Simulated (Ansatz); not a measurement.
## H4O3Si, SMILES O[SiH](O)O: a rigid scan of one bond length, step by step

With the Python package of Ansatz (0.2.0).

The cells in order, each with its output:

In [1]:
```python
import ansatz as az
import matplotlib.pyplot as plt
import numpy as np
```

In [2]:
```python
GEOMETRY = """
O     0.44420    1.41980   -0.29210
Si   -0.17430    0.04750    0.31460
O     1.06470   -0.98100    0.47470
O    -1.15060   -0.59120   -0.76900
H    -0.16640    1.83030   -1.01670
H    -0.83210    0.29570    1.60840
H     1.98620   -0.53650    0.51330
H    -1.07960   -1.54160   -0.88910
"""
```

In [3]:
```python
geometry = az.Crystal.molecule()
for line in GEOMETRY.strip().splitlines():
    symbol, *xyz = line.split()
    geometry = geometry.atom(symbol, [float(v) for v in xyz])
```

In [4]:
```python
symbols = [site.symbol for site in geometry.cartesian_sites]
start = np.array([site.position_ang for site in geometry.cartesian_sites])
axis = (start[6] - start[2]) / np.linalg.norm(start[6] - start[2])
moving = [6]
lengths, energies = [0.901, 0.942, 0.983, 1.024, 1.065, 1.106, 1.147, 1.208], []
for length in lengths:
    xyz = start.copy()
    xyz[moving] += (length - np.linalg.norm(start[6] - start[2])) * axis
    point = az.Crystal.molecule()
    for symbol, place in zip(symbols, xyz):
        point = point.atom(symbol, place.tolist())
    calculation = (
        point.calculation()
        .basis(gaussian="def2-SVP")
        .functional("B3LYP")
    )
    rep = calculation.run(threads=1).report
    energies.append(rep["free_energy_ev"])
    print(f"r = {length:6.3f} A  E = {energies[-1]:.5f} eV  <S^2> = {abs(rep['mean_field']['state']['spin_squared']):.3f}")
```
```text
r =  0.901 A  E = -14080.20144 eV  <S^2> = 0.000
r =  0.942 A  E = -14080.31055 eV  <S^2> = 0.000
r =  0.983 A  E = -14080.31603 eV  <S^2> = 0.000
r =  1.024 A  E = -14080.24349 eV  <S^2> = 0.000
r =  1.065 A  E = -14080.11272 eV  <S^2> = 0.000
r =  1.106 A  E = -14079.93905 eV  <S^2> = 0.000
r =  1.147 A  E = -14079.73436 eV  <S^2> = 0.000
r =  1.208 A  E = -14079.39172 eV  <S^2> = 0.000
```

In [5]:
```python
fit = np.polynomial.Polynomial.fit(lengths, np.array(energies) - min(energies), 4).convert()
roots = [r.real for r in fit.deriv().roots() if abs(r.imag) < 1e-9 and fit.deriv(2)(r.real) > 0]
r_e = min(roots, key=lambda r: abs(r - lengths[int(np.argmin(energies))]))
print(f"minimum of the fit at {r_e:.4f} A, force constant {fit.deriv(2)(r_e):.2f} eV/A^2")
plt.figure(figsize=(4.5, 3))
plt.plot(lengths, np.array(energies) - min(energies), "o-")
plt.xlabel("bond length (A)")
plt.ylabel("E - E(min) (eV)")
plt.tight_layout()
plt.savefig("scan.png", dpi=100)
```
```text
minimum of the fit at 0.9648 A, force constant 52.60 eV/A^2
```

Caveats:
- Total energies depend on the basis set; only differences at equal settings carry meaning.
- The rest of the molecule is held rigid at a force-field or estimated start geometry, and the basis set is modest; single-reference methods fail as a bond breaks.
- b3lyp holds the VWN-RPA fit, as in Gaussian; the form of ORCA and Turbomole is b3lyp5.
- The orbitals are restricted, so S² is zero by construction.
- Timing: 14 s on 1 thread of Arm Neoverse V2 (shared host), peak memory 0.25 GiB.
